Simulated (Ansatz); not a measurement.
Predict the output of the script below (the Python package of Ansatz (0.2.0)).

The script, `freq.py`:
```python
"""Harmonic frequencies of C2H3AlO2 at its relaxed geometry."""

import logging
import sys

import ansatz as az
import numpy as np

logging.basicConfig(stream=sys.stdout, format="%(levelname)s %(message)s")
log = logging.getLogger("c2h3alo2")
log.setLevel(logging.INFO)

system = (
    az.Crystal.molecule()
    .atom("C", (1.4214, 1.0404, 0.4336))
    .atom("C", (0.6988, -0.0517, 0.2938))
    .atom("O", (0.5679, -1.5077, 0.5792))
    .atom("Al", (-0.6514, -0.8575, -0.3735))
    .atom("O", (-2.3019, -1.001, -1.3141))
    .atom("H", (2.2991, 1.1209, 0.9778))
    .atom("H", (1.0228, 1.9948, -0.0268))
    .atom("H", (-2.9645, -0.7952, -0.6258))
)

job = (
    system.calculation()
    .basis(gaussian="6-31G*")
    .functional("b3lyp")
    .scf(lower_state_search="standard")
)
symbols = [site.symbol for site in system.cartesian_sites]
start = np.array([site.position_ang for site in system.cartesian_sites], dtype=float)
summary = job.relax(force_tolerance=0.003, max_steps=100).run(threads=1).report
end = np.array(summary["positions_ang"])

log.info("bond        before    after (A)")
for i, j in [(0, 1), (0, 5), (0, 6), (1, 2), (1, 3), (2, 3), (3, 4), (4, 7)]:
    d0, d1 = (np.linalg.norm(xyz[i] - xyz[j]) for xyz in (start, end))
    print(f"{symbols[i]}{i}-{symbols[j]}{j}".ljust(10), f"{d0:8.4f} {d1:8.4f}")

# same settings at the minimum
minimum = az.Crystal.molecule()
for symbol, xyz in zip(symbols, end):
    minimum = minimum.atom(symbol, xyz.tolist())
vibrating = (
    minimum.calculation()
    .basis(gaussian="6-31G*")
    .functional("b3lyp")
    .scf(lower_state_search="standard")
    .phonons(temperatures=(100, 500, 100))
)
vib = vibrating.run(threads=1).report["vibrations"]
sums = vib["harmonic_sums"]
modes = [m["omega_inv_cm"] for m in sums["modes_at_gamma"] if m["rigid_motion"] == "no"]
for number, w in enumerate(modes, start=1):
    log.info(f"mode {number:2d} {w:9.1f} 1/cm {w / 8065.544 * 1000:8.2f} meV")
print("imaginary modes:", sum(w < 0 for w in modes), " zero-point energy:", round(sums["zero_point_energy_ev"], 4), "eV")
log.info("T (K)   F_vib (eV)   S_vib (meV/K)   C_vib (meV/K)")
for row in zip(sums["temperatures_k"], sums["vibrational_free_energy_ev"], vib["entropy_ev_per_k"], vib["heat_capacity_ev_per_k"]):
    log.info(f"{row[0]:6.1f} {row[1]:11.4f} {1000 * row[2]:13.4f} {1000 * row[3]:15.4f}")
```

Output of `python freq.py`:
```text
INFO bond        before    after (A)
C0-C1        1.3170   1.3253
C0-H5        1.0359   1.0888
C0-H6        1.1321   1.0846
C1-O2        1.4895   1.4458
C1-Al3       1.7081   1.8562
O2-Al3       1.6784   1.7378
Al3-O4       1.9051   1.6904
O4-H7        0.9773   0.9653
INFO mode  1     145.1 1/cm    17.99 meV
INFO mode  2     152.8 1/cm    18.94 meV
INFO mode  3     253.3 1/cm    31.40 meV
INFO mode  4     328.5 1/cm    40.73 meV
INFO mode  5     333.4 1/cm    41.33 meV
INFO mode  6     535.3 1/cm    66.37 meV
INFO mode  7     600.5 1/cm    74.45 meV
INFO mode  8     669.3 1/cm    82.99 meV
INFO mode  9     697.4 1/cm    86.47 meV
INFO mode 10     818.1 1/cm   101.43 meV
INFO mode 11     845.8 1/cm   104.87 meV
INFO mode 12     997.8 1/cm   123.71 meV
INFO mode 13    1084.4 1/cm   134.45 meV
INFO mode 14    1420.5 1/cm   176.12 meV
INFO mode 15    1728.6 1/cm   214.32 meV
INFO mode 16    3154.8 1/cm   391.15 meV
INFO mode 17    3249.9 1/cm   402.93 meV
INFO mode 18    3843.4 1/cm   476.52 meV
imaginary modes: 0  zero-point energy: 1.2931 eV
INFO T (K)   F_vib (eV)   S_vib (meV/K)   C_vib (meV/K)
INFO  100.0      1.2905        0.0905          0.1892
INFO  200.0      1.2713        0.2993          0.4352
INFO  300.0      1.2305        0.5164          0.6418
INFO  400.0      1.1683        0.7236          0.7983
INFO  500.0      1.0863        0.9148          0.9132
```

The settings weren't tested for convergence. The frequencies are harmonic and unscaled, in a modest basis. The result belongs to the one conformer reached from this start, and soft torsions count as harmonic oscillators. b3lyp holds the VWN-RPA fit, as in Gaussian; the form of ORCA and Turbomole is b3lyp5. The whole script took 100 s on 1 thread of Intel(R) Xeon(R) 6975P-C (Granite Rapids) (shared host), peak memory 0.25 GiB.

(Lines on the test bed's own set-up are left out of the output.)
